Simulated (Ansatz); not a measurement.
The system is BPd4.

```
CELL_PARAMETERS angstrom
2.89203 0.00000 0.00000
0.00000 4.36501 0.00000
0.00000 0.00000 5.85632
ATOMIC_POSITIONS crystal
Pd 0.50000 0.00000 0.19758
Pd 0.00000 0.00000 0.61947
Pd 0.00000 0.50000 0.32916
Pd 0.50000 0.50000 0.86756
B 0.50000 0.00000 0.86323
```

The cell comes from a database or a generator and needn't be the stable form of this composition.

Base run:

```yaml
Program: Ansatz 0.2.0
Functional: BLYP
Potentials_or_basis: Ansatz PAW
Cutoff: "420 eV (not typed: the program's choice for these potentials)"
k_mesh: 9 × 6 × 5
Occupations: fermi-dirac, width 0.05 eV
Spin: no spin polarisation
```

Its results: band gap on the k mesh none (metal or under the smearing width); pressure 7.2 GPa; largest force 0.312 eV/Å.

Q: After a change of settings the same cell gave: band gap on the k mesh none (metal or under the smearing width); pressure -8.5 GPa; largest force 0.198 eV/Å. Which change was it?
A. functional from BLYP to PBEsol
B. functional from BLYP to RPBE
C. functional from BLYP to LDA
D. functional from BLYP to revPBE

A: A.

PBEsol binds more tightly than BLYP, so the same cell stands under less pressure.

Caveats: the PAW data sets come from PBE, with cores solved anew for the run's functional, which leaves a small shift of forces and pressure; the density of states is complete only up to the lowest level of the last band computed.

Runs at the PBE level aren't shown here.
